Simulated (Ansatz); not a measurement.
# MoN(NH2)3 (MoN₄H₆): inputs that go wrong

6 inputs were typed for MoN(NH2)3 (MoN₄H₆). Each is run as it stands; the log then has to tell whether the result can be used.

Program: Ansatz 0.2.0, Gaussian basis. Level of theory: the settings change from run to run. These are calculated values, not measurements.

4 further runs of the same task are left out: 1 for a known fault of the program, 3 set aside as unsound or not needed.

## Step 1: The geometry

An earlier PBE-D4/def2-SVP relaxation fixed the geometry. Mo takes a core potential in def2 sets; no spin-orbit term is included.

11 atoms, charge 0, spin multiplicity 1.

Atoms are counted from 1 here; the program's logs count them from 0.

Bond lengths: Mo1–N2 1.649 Å, Mo1–N3 1.959 Å, Mo1–N6 1.959 Å, Mo1–N9 1.959 Å, N3–H4 1.024 Å, N3–H5 1.026 Å, N6–H7 1.026 Å, N6–H8 1.024 Å, N9–H10 1.026 Å, N9–H11 1.024 Å. Angles: N2–Mo1–N3 104.7°, N2–Mo1–N6 104.7°, N2–Mo1–N9 104.7°, N3–Mo1–N6 113.8°, N3–Mo1–N9 113.8°, N6–Mo1–N9 113.8°, Mo1–N3–H4 125.3°, Mo1–N3–H5 124.8°, H4–N3–H5 109.9°, Mo1–N6–H7 124.8°, Mo1–N6–H8 125.3°, H7–N6–H8 109.9°, Mo1–N9–H10 124.8°, Mo1–N9–H11 125.3°, H10–N9–H11 109.9°.

## Step 2: Attempt 1

in.yaml

```yaml
crystal:
  periodic: [false, false, false]
  atoms:
    - {symbol: Mo, position_ang: [0.001393, 0.002794, 0.340370]}
    - {symbol: N, position_ang: [0.007202, 0.017850, 1.989140]}
    - {symbol: N, position_ang: [1.893564, -0.031334, -0.164069]}
    - {symbol: H, position_ang: [2.680176, -0.038490, 0.490732]}
    - {symbol: H, position_ang: [2.242356, -0.044267, -1.128607]}
    - {symbol: N, position_ang: [-0.921868, 1.653749, -0.167732]}
    - {symbol: H, position_ang: [-1.097150, 1.953498, -1.132906]}
    - {symbol: H, position_ang: [-1.300496, 2.344662, 0.485614]}
    - {symbol: N, position_ang: [-0.973331, -1.626898, -0.139185]}
    - {symbol: H, position_ang: [-1.158902, -1.937064, -1.099146]}
    - {symbol: H, position_ang: [-1.372943, -2.294500, 0.525788]}
basis:
  gaussian: {orbitals: def2-SVPD}
total_charge: -1
magnetization: {spin_polarized: true, initial_magnetization: 1}
hamiltonian: {xc: {name: B97}}
scf: {lower_state_search: light}
output: {forces: true}
```

The run is started by

```
ansatz run in.yaml --threads 2 --pin off --events-out ev --progress --plain --max-ram 4352MiB
```

Log:

```text
Functional definition: B97
  name "B97"
  cite "Becke, J. Chem. Phys. 107, 8554 (1997) doi:10.1063/1.475007"
  parameter cx = 0.1943
  parameter cx0 = 0.8094
  parameter cx1 = 0.5073
  parameter cx2 = 0.7481
  parameter css0 = 0.1737
  parameter css1 = 2.3487
  parameter css2 = -2.4868
  parameter cos0 = 0.9454
  parameter cos1 = 0.7471
  parameter cos2 = -4.5961
  exchange = spin_sum(e_x_unif_s*poly(b97_u_x, cx0, cx1, cx2)) + cx*exact_x
  correlation = spin_sum(e_c_pw_same_spin*poly(b97_u_same, css0, css1, css2))
      + integral(e_c_pw_opposite_spin*poly(b97_u_opposite, cos0, cos1, cos2))
1418 factors; their error is unknown
mean field evaluation 1: about -7893.6661 eV, gradient 6.2e1 eV
mean field evaluation 2: about -7795.1534 eV, gradient 1.5e2 eV
mean field evaluation 4: about -7907.9944 eV, gradient 1.4e1 eV
mean field evaluation 8: about -7909.0230 eV, gradient 1.8e0 eV
mean field evaluation 16: about -7909.0436 eV, gradient 1.7e-1 eV
mean field evaluation 32: about -7909.0758 eV, gradient 6.5e-4 eV
mean field evaluation 64: about -7909.0730 eV, gradient 1.6e-1 eV
mean field evaluation 96: about -7909.0756 eV, gradient 4.3e-6 eV
Error: SIGTERM received: run cancelled behind 109 evaluations of the mean field
```

Wall time 3 min (2 threads of Intel Xeon 6975P-C, shared host).

**Diagnosis.** The clock ran out, after 109 evaluations of the mean field. It gives no final result. The size of the job: 11 atoms, 162 basis functions. Remedy: allow more time or more cores. The input also asks for charge -1 and multiplicity 2, not those of the species named; set them back first.

## Step 3: Attempt 2

in.yaml

```yaml
crystal:
  periodic: [false, false, false]
  atoms:
    - {symbol: Mo, position_ang: [0.001393, 0.002794, 0.340370]}
    - {symbol: N, position_ang: [0.007202, 0.017850, 1.989140]}
    - {symbol: N, position_ang: [1.893564, -0.031334, -0.164069]}
    - {symbol: H, position_ang: [2.680176, -0.038490, 0.490732]}
    - {symbol: H, position_ang: [2.242356, -0.044267, -1.128607]}
    - {symbol: N, position_ang: [-0.921868, 1.653749, -0.167732]}
    - {symbol: H, position_ang: [-1.097150, 1.953498, -1.132906]}
    - {symbol: H, position_ang: [-1.300496, 2.344662, 0.485614]}
    - {symbol: N, position_ang: [-0.973331, -1.626898, -0.139185]}
    - {symbol: H, position_ang: [-1.158902, -1.937064, -1.099146]}
    - {symbol: H, position_ang: [-1.372943, -2.294500, 0.525788]}
basis:
  gaussian: {orbitals: def2-SVP, fitting: {mean_field: def2-universal-jkfit}}
magnetization: {spin_polarized: true, initial_magnetization: 4}
hamiltonian: {xc: {name: wB97X-V}}
scf: {lower_state_search: off}
output: {forces: true}
```

Same command.

Log, shortened:

```text
Functional definition: wB97X-V
  name "wB97X-V"
  cite "Mardirossian & Head-Gordon, Phys. Chem. Chem. Phys. 16, 9904 (2014) doi:10.1039/C3CP54374A"
  cite "Becke, J. Chem. Phys. 107, 8554 (1997) doi:10.1063/1.475007"
  cite "Vydrov & Van Voorhis, J. Chem. Phys. 133, 244103 (2010) doi:10.1063/1.3521275"
[...]
      + integral(e_c_pw_opposite_spin*poly(b97_u_opposite, cos0, cos1)) + vv10(b, c)
[...]
671 factors; integrals over basis functions are off by at most 1.8e-1 eV
671 factors; integrals over basis functions are off by at most 3.7e-7 eV
[...]
mean field -7899.45310349 eV, -290.2995471116 hartree, gradient 2.1e-6 eV, S^2 6.041968; 0 other end points of the search recorded, 0 dependent functions left out
[...]
reference -7899.45310045 eV, -290.2995469999 hartree; 26, 22 occupied and 91, 95 virtual orbitals, 671 factors
Total energy: -7899.45310045 eV, -290.2995469999 hartree
[...]
Atom 2 at     1.893564    -0.031334    -0.164069 Å, force     2.274755    -0.044330    -1.084385 eV/Å
Atom 3 at     2.680176    -0.038490     0.490732 Å, force    -0.104204    -0.000237    -0.157496 eV/Å
Atom 4 at     2.242356    -0.044267    -1.128607 Å, force     0.244730    -0.001897     0.198171 eV/Å
Atom 5 at    -0.921868     1.653749    -0.167732 Å, force    -1.110815     1.978967    -1.090857 eV/Å
Atom 6 at    -1.097150     1.953498    -1.132906 Å, force    -0.118186     0.215266     0.197689 eV/Å
Atom 7 at    -1.300496     2.344662     0.485614 Å, force     0.050098    -0.092306    -0.156821 eV/Å
Atom 8 at    -0.973331    -1.626898    -0.139185 Å, force    -1.175112    -1.964176    -1.055338 eV/Å
Atom 9 at    -1.158902    -1.937064    -1.099146 Å, force    -0.124880    -0.207641     0.201478 eV/Å
Atom 10 at    -1.372943    -2.294500     0.525788 Å, force     0.053218     0.087445    -0.158607 eV/Å
Dipole moment:    -0.002885    -0.007054    -0.792442 e Å
Checks for a lower state left out: stability, starts, cluster_reference, orbital_swaps, neighbouring_geometries, increment
```

It took 9 s on 2 threads of Intel Xeon 6975P-C, shared host.

What is wrong: The run converged, but a converged run isn't a right one. The spin is set far too high for this molecule. It asks for 4 unpaired electrons; the ground state has 0. Its energy belongs to an excited spin state, not the ground state. Cure: set initial_magnetization back to that of the ground state.

## Step 4: Attempt 3

in.yaml

```yaml
crystal:
  periodic: [false, false, false]
  atoms:
    - {symbol: Mo, position_ang: [0.036506, -0.027799, 0.319410]}
    - {symbol: N, position_ang: [-0.008500, 0.039929, 1.202251]}
    - {symbol: N, position_ang: [1.133842, 0.057446, -0.000799]}
    - {symbol: H, position_ang: [1.954546, 0.043789, 0.315544]}
    - {symbol: H, position_ang: [1.579164, 0.004337, -0.690831]}
    - {symbol: N, position_ang: [-0.450034, 0.995555, -0.119181]}
    - {symbol: H, position_ang: [-0.815996, 1.432689, -0.715247]}
    - {symbol: H, position_ang: [-0.879867, 1.454045, 0.284600]}
    - {symbol: N, position_ang: [-0.562587, -1.139762, -0.067935]}
    - {symbol: H, position_ang: [-0.764123, -1.387296, -0.633184]}
    - {symbol: H, position_ang: [-0.831480, -1.380395, 0.319890]}
basis:
  gaussian: {orbitals: def2-mTZVPP}
hamiltonian: {xc: {name: wB97}}
scf: {omitted_lower_state_checks: [starts]}
output: {forces: true}
```

The command is unchanged.

Log, shortened:

```text
Functional definition: wB97
  name "wB97"
  cite "Chai & Head-Gordon, J. Chem. Phys. 128, 084106 (2008) doi:10.1063/1.2834918"
  cite "Becke, J. Chem. Phys. 107, 8554 (1997) doi:10.1063/1.475007"
[...]
  # The coefficients of nought are those of the uniform gas.
[...]
      + integral(e_c_pw_opposite_spin*poly(b97_u_opposite, 1, cos1, cos2, cos3, cos4))
[...]
1259 factors; their error is unknown
539 factors; integrals over basis functions are off by at most 1.9e-5 eV
[...]
mean field -7727.63962030 eV, -283.9855180636 hartree, gradient 8.3e-5 eV, S^2 0.000000; 0 other end points of the search recorded, 0 dependent functions left out
[...]
reference -7727.63960125 eV, -283.9855173638 hartree; 24, 24 occupied and 135, 135 virtual orbitals, 1259 factors
Total energy: -7727.63960125 eV, -283.9855173638 hartree
[...]
Atom 2 at     1.133842     0.057446    -0.000799 Å, force   118.549155     9.690538   -26.250921 eV/Å
Atom 3 at     1.954546     0.043789     0.315544 Å, force     9.966294     0.268086     6.312215 eV/Å
Atom 4 at     1.579164     0.004337    -0.690831 Å, force     7.267083    -0.743263   -15.901371 eV/Å
Atom 5 at    -0.450034     0.995555    -0.119181 Å, force   -23.034885    65.593915   -41.547902 eV/Å
Atom 6 at    -0.815996     1.432689    -0.715247 Å, force    -6.389284     8.562182   -14.942445 eV/Å
Atom 7 at    -0.879867     1.454045     0.284600 Å, force   -16.353442    18.926731    18.793296 eV/Å
Atom 8 at    -0.562587    -1.139762    -0.067935 Å, force    50.845669    20.327958   -66.511669 eV/Å
Atom 9 at    -0.764123    -1.387296    -0.633184 Å, force   -18.056412   -22.918157   -51.810180 eV/Å
Atom 10 at    -0.831480    -1.380395     0.319890 Å, force   -69.017095   -64.143443    98.574534 eV/Å
Dipole moment:    -0.024408    -0.052212    -0.033538 e Å
Checks for a lower state left out: starts
```

Run time: 7.5 s. Hardware: 2 threads of Intel Xeon 6975P-C, shared host.

**Diagnosis.** It ended without an error, which proves nothing about the input. The geometry is squeezed well below its size. The shortest distance is 0.53 Å (N9–H11), against 1.02 Å in the relaxed molecule. Its coordinates are also moved off the relaxed structure. Its energy is no property of the relaxed molecule. Cure: use the relaxed coordinates.

## Step 5: Attempt 4

in.yaml

```yaml
crystal:
  periodic: [false, false, false]
  atoms:
    - {symbol: Mo, position_ang: [-0.015125, 0.164867, 0.297420]}
    - {symbol: N, position_ang: [0.004815, -0.022106, 2.089815]}
    - {symbol: N, position_ang: [1.849837, 0.055889, -0.066487]}
    - {symbol: H, position_ang: [2.669404, -0.129972, 0.456710]}
    - {symbol: H, position_ang: [2.197814, -0.064105, -1.043987]}
    - {symbol: N, position_ang: [-1.029373, 1.522276, -0.078215]}
    - {symbol: H, position_ang: [-1.254764, 1.823419, -1.177706]}
    - {symbol: H, position_ang: [-1.366283, 2.312385, 0.467710]}
    - {symbol: N, position_ang: [-0.876296, -1.723565, -0.120115]}
    - {symbol: H, position_ang: [-1.120956, -1.731966, -1.207936]}
    - {symbol: H, position_ang: [-1.268026, -2.302801, 0.597208]}
basis:
  gaussian: {orbitals: def2-mTZVPP}
magnetization: {spin_polarized: true, initial_magnetization: 2}
hamiltonian: {xc: {name: CAM-B3LYP}}
relax: {f_tol: 0.0001, max_steps: 1}
output: {forces: true}
```

The command is unchanged.

Log:

```text
Functional definition: CAM-B3LYP
  name "CAM-B3LYP"
  cite "Yanai, Tew & Handy, Chem. Phys. Lett. 393, 51 (2004) doi:10.1016/j.cplett.2004.06.011"
  cite "Iikura, Tsuneda, Yanai & Hirao, J. Chem. Phys. 115, 3540 (2001) doi:10.1063/1.1383587"
  cite "Becke, Phys. Rev. A 38, 3098 (1988) doi:10.1103/PhysRevA.38.3098"
  cite "Lee, Yang & Parr, Phys. Rev. B 37, 785 (1988) doi:10.1103/PhysRevB.37.785"
  cite "Vosko, Wilk & Nusair, Can. J. Phys. 58, 1200 (1980) doi:10.1139/p80-159"
  parameter alpha = 0.19
  parameter beta = 0.46
  parameter omega = 0.33/bohr
  parameter ac = 0.81
  # Exact exchange under (alpha + beta erf(omega r))/r, Becke's under what is left of 1/r.
  exchange = (1 - alpha - beta)*b88_x + beta*b88_x_sr(omega) + alpha*exact_x + beta*exact_x_lr(omega)
  correlation = (1 - ac)*vwn5_c + ac*lyp_c
1322 factors; their error is unknown
474 factors; integrals over basis functions are off by at most 5.5e-7 eV
mean field evaluation 1: about -7888.0552 eV, gradient 7.1e1 eV
mean field evaluation 2: about -7786.1830 eV, gradient 1.4e2 eV
mean field evaluation 4: about -7906.7157 eV, gradient 1.4e1 eV
mean field evaluation 8: about -7907.9015 eV, gradient 7.2e-1 eV
mean field evaluation 16: about -7907.9206 eV, gradient 2.2e-1 eV
mean field evaluation 32: about -7908.7087 eV, gradient 2.9e-5 eV
mean field -7908.70869794 eV, -290.6396839342 hartree, gradient 8.1e-7 eV, S^2 2.008979; 6 other end points of the search recorded, 0 dependent functions left out
the calculation of the forces begins
reference -7908.70885966 eV, -290.6396898772 hartree; 25, 23 occupied and 134, 136 virtual orbitals, 1322 factors
relax step   1: F+E_penalty+E_count = -7908.70869794 eV  Δ(F+E_penalty+E_count) = +0.000e0 eV  max|allowed force component| = 8.289e0 eV/Å  Δτ_max = 0.0000 Å  (250 SCF iters, accepted)
Error: geometry relaxation did not converge after 1 steps: max|allowed force component| = 8.29e0 eV/Å (threshold 1.0e-4). Raise `relax.max_steps` over both its present limit and 1, loosen `relax.f_tol`, or start from a geometry closer to equilibrium. Where this run's directory can be resumed (`checkpoint.write`), a resume goes on for up to `relax.max_steps` more
```

It took 24 s on 2 threads of Intel Xeon 6975P-C, shared host; peak memory 0.83 GiB.

Diagnosis: It stopped unconverged. The relaxation is allowed too few steps for its threshold. The start was also shaken off the relaxed geometry, so there is far to go. It also asks for charge 0 and multiplicity 3, another species or state than the molecule above. Fix: raise relax.max_steps, and set charge and spin to those of the species named.

## Step 6: Attempt 5

in.yaml

```yaml
crystal:
  periodic: [false, false, false]
  atoms:
    - {symbol: Mo, position_ang: [-0.029792, 0.009516, 0.348751]}
    - {symbol: N, position_ang: [-0.007223, 0.011508, 2.062236]}
    - {symbol: N, position_ang: [1.884033, -0.034344, -0.139179]}
    - {symbol: H, position_ang: [2.642514, -0.027944, 0.517836]}
    - {symbol: H, position_ang: [2.227552, -0.073349, -1.141453]}
    - {symbol: N, position_ang: [-0.909169, 1.659716, -0.189498]}
    - {symbol: H, position_ang: [-1.134715, 1.917910, -1.197906]}
    - {symbol: H, position_ang: [-1.286678, 2.346389, 0.536536]}
    - {symbol: N, position_ang: [-1.017069, -1.591278, -0.123522]}
    - {symbol: H, position_ang: [-1.233623, -1.920162, -1.095843]}
    - {symbol: H, position_ang: [-1.323645, -2.279883, 0.577366]}
basis:
  gaussian: {orbitals: "6-311G**", final_grid: {core_spheres: 5, valence_spheres: 4, degree: 11}}
hamiltonian: {xc: {name: PBEsol}}
output: {forces: true}
```

Same command.

Log:

```text
Error: <dir> can't be read: No such file or directory (os error 2)
```

Wall time 0.05 s (2 threads of Intel Xeon 6975P-C, shared host).

What is wrong: Nothing was computed: the input was turned down at the start. The line that matters: «<dir> can't be read: No such file or directory (os error 2)» The program finds no basis under the name given. The cure: choose a basis that the program's library holds for every element. Its coordinates are also moved off the relaxed structure.

## Step 7: Attempt 6

in.yaml

```yaml
crystal:
  periodic: [false, false, false]
  atoms:
    - {symbol: Mo, position_ang: [0.001393, 0.002794, 0.340370]}
    - {symbol: N, position_ang: [0.007202, 0.017850, 1.989140]}
    - {symbol: N, position_ang: [1.893564, -0.031334, -0.164069]}
    - {symbol: H, position_ang: [2.680176, -0.038490, 0.490732]}
    - {symbol: H, position_ang: [2.242356, -0.044267, -1.128607]}
    - {symbol: N, position_ang: [-0.921868, 1.653749, -0.167732]}
    - {symbol: H, position_ang: [-1.097150, 1.953498, -1.132906]}
    - {symbol: H, position_ang: [-1.300496, 2.344662, 0.485614]}
    - {symbol: N, position_ang: [-0.973331, -1.626898, -0.139185]}
    - {symbol: H, position_ang: [-1.158902, -1.937064, -1.099146]}
    - {symbol: H, position_ang: [-1.372943, -2.294500, 0.525788]}
basis:
  gaussian: {orbitals: def2-mTZVPP}
magnetization: {spin_polarized: true, initial_magnetization: 6}
hamiltonian: {xc: {name: LC-wPBE}}
scf: {lower_state_search: light}
output: {forces: true}
```

The command is unchanged.

Log, shortened:

```text
Functional definition: LC-wPBE
  name "LC-wPBE"
  cite "Vydrov & Scuseria, J. Chem. Phys. 125, 234109 (2006) doi:10.1063/1.2409292"
  cite "Heyd & Scuseria, J. Chem. Phys. 120, 7274 (2004) doi:10.1063/1.1668634"
  cite "Ernzerhof & Perdew, J. Chem. Phys. 109, 3313 (1998) doi:10.1063/1.476928"
  cite "Perdew, Burke & Ernzerhof, Phys. Rev. Lett. 77, 3865 (1996) doi:10.1103/PhysRevLett.77.3865"
  parent pbe
[...]
1259 factors; their error is unknown
539 factors; integrals over basis functions are off by at most 2.2e-5 eV
[...]
mean field -7900.92377977 eV, -290.3535934682 hartree, gradient 1.8e-6 eV, S^2 12.025032; 6 other end points of the search recorded, 0 dependent functions left out
[...]
reference -7900.92377979 eV, -290.3535934689 hartree; 27, 21 occupied and 132, 138 virtual orbitals, 1259 factors
Total energy: -7900.92377979 eV, -290.3535934689 hartree
[...]
Atom 1 at     0.007202     0.017850     1.989140 Å, force     0.114119    -0.095385     7.091089 eV/Å
Atom 2 at     1.893564    -0.031334    -0.164069 Å, force     5.243454     0.467456    -1.295700 eV/Å
Atom 3 at     2.680176    -0.038490     0.490732 Å, force     0.171627    -0.046472     0.162699 eV/Å
Atom 4 at     2.242356    -0.044267    -1.128607 Å, force    -0.222424    -0.173221     0.084666 eV/Å
Atom 5 at    -0.921868     1.653749    -0.167732 Å, force    -1.034256     1.849574    -0.594688 eV/Å
Atom 6 at    -1.097150     1.953498    -1.132906 Å, force     0.170723    -0.296313     0.672253 eV/Å
Atom 7 at    -1.300496     2.344662     0.485614 Å, force     0.264612    -0.481044    -0.340234 eV/Å
Atom 8 at    -0.973331    -1.626898    -0.139185 Å, force    -3.177253    -4.219093    -1.223020 eV/Å
Atom 9 at    -1.158902    -1.937064    -1.099146 Å, force     0.265282     0.098357     0.080332 eV/Å
Atom 10 at    -1.372943    -2.294500     0.525788 Å, force    -0.048570    -0.169189     0.164862 eV/Å
Dipole moment:     0.217594    -0.387858     0.177554 e Å
```

It took 21 s on 2 threads of Intel Xeon 6975P-C, shared host; peak memory 0.59 GiB.

Diagnosis: It ended without an error, which proves nothing about the input. The spin is set far too high for this molecule. It asks for 6 unpaired electrons; the ground state has 0. Its energy belongs to an excited spin state, not the ground state. To mend it, set initial_magnetization back to that of the ground state.

## Step 8: Summary

```csv
attempt,level,ended,cause,time
1,B97/def2-SVPD,timeout,the time limit,3 min
2,wB97X-V/def2-SVP,converged,the spin is set far too high for this molecule,9 s
3,wB97/def2-mTZVPP,converged,the geometry is squeezed well below its size,7.5 s
4,CAM-B3LYP/def2-mTZVPP,not converged,the relaxation is allowed too few steps for its threshold,24 s
5,PBEsol/6-311G**,refused,the program finds no basis under the name given,0.05 s
6,LC-wPBE/def2-mTZVPP,converged,the spin is set far too high for this molecule,21 s
```

**Reading.** 1 timeout, 3 converged, 1 not converged, 1 refused. A refusal costs next to no computing time. The dangerous case is the input that converges on a wrong geometry, charge, spin, basis or grid: often only a look at the input shows it.
